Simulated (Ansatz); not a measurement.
**SbN: one species, many methods**

One table from this session's results is given with a row withheld; the runs are named, their logs left out.

The runs use Ansatz 0.2.0, Gaussian basis; functionals in def2-TZVPP, the program's frozen cores in correlated methods.

Levels to be run: LDA (SPW92), PBE-D4, revPBE-D4, BLYP-D4, r2SCAN-D4, B97M-V, PBE0-D4, B3LYP-D4, r2SCANh-D4, r2SCAN0-D4, HSE06-D4, BHLYP-D4, CAM-B3LYP-D4, LC-ωPBE, ωB97X-V, ωB97M-V, B2PLYP, PBE-QIDH; CCSD(T)/def2-SVP; CCSD(T)/def2-TZVPP; CCSD(T)/def2-QZVPP; extrapolation to the limit; RPA on PBE.

### Structure used throughout

An earlier PBE0-D4 in a triple-zeta def2 set relaxation fixed the geometry. Sb takes the def2 core potential; no spin-orbit term is included.

SMILES `[N]#[Sb]`, 2 atoms, charge 0, spin multiplicity 1.

Atoms are counted from 1 here; the program's logs count them from 0.

Bond lengths: N1–Sb2 1.804 Å.

Set-up of the first run:

Input file in.yaml:

```yaml
crystal:
  periodic: [false, false, false]
  atoms:
    - {symbol: N, position_ang: [-0.766316, 0.275338, -0.387905]}
    - {symbol: Sb, position_ang: [0.766316, -0.275338, 0.387905]}
basis:
  gaussian: {orbitals: def2-TZVPP}
hamiltonian: {xc: lda}
output: {orbitals: {seedname: orbitals}}
```

On the command line:

```bash
> ansatz run in.yaml --threads 2 --pin off --events-out ev --progress --plain --max-ram 32768MiB --backend cpu
```

Steps of the session up to this table: LDA; PBE-D4 (GGA); revPBE-D4 (GGA); BLYP-D4 (GGA); r2SCAN-D4 (meta-GGA); B97M-V (meta-GGA); PBE0-D4 (hybrid); B3LYP-D4 (hybrid); r2SCANh-D4 (hybrid); r2SCAN0-D4 (hybrid); HSE06-D4 (hybrid); BHLYP-D4 (hybrid); CAM-B3LYP-D4 (range-separated); LC-ωPBE (range-separated); ωB97X-V (range-separated); ωB97M-V (range-separated); B2PLYP (double hybrid); PBE-QIDH (double hybrid).

One of the session's tables, all rows but one given; the rest of the session is left out.

It belongs to the step «Orbital energies across the functionals». 

| functional | HOMO (eV) | LUMO (eV) | gap (eV) |
| --- | --- | --- | --- |
| LDA (SPW92) | ? | ? | ? |
| PBE-D4 | -6.59 | -3.46 | 3.13 |
| revPBE-D4 | -6.53 | -3.38 | 3.15 |
| BLYP-D4 | -6.46 | -3.36 | 3.10 |
| r2SCAN-D4 | -6.93 | -3.42 | 3.50 |
| B97M-V | -6.86 | -3.26 | 3.60 |
| PBE0-D4 | -7.92 | -2.70 | 5.22 |
| B3LYP-D4 | -7.71 | -2.91 | 4.80 |
| r2SCANh-D4 | -7.43 | -3.12 | 4.31 |
| r2SCAN0-D4 | -8.11 | -2.68 | 5.42 |
| HSE06-D4 | -7.52 | -3.07 | 4.45 |
| BHLYP-D4 | -8.76 | -1.85 | 6.91 |
| CAM-B3LYP-D4 | -9.15 | -1.67 | 7.49 |
| LC-ωPBE | -10.43 | -0.61 | 9.82 |
| ωB97X-V | -10.10 | -0.64 | 9.45 |
| ωB97M-V | -10.03 | -0.71 | 9.32 |

Estimate the missing values for LDA (SPW92).

As computed: HOMO (eV): -6.77; LUMO (eV): -3.68; gap (eV): 3.09. In the column «HOMO (eV)» it lies between B97M-V (-6.86) and PBE-D4 (-6.59).
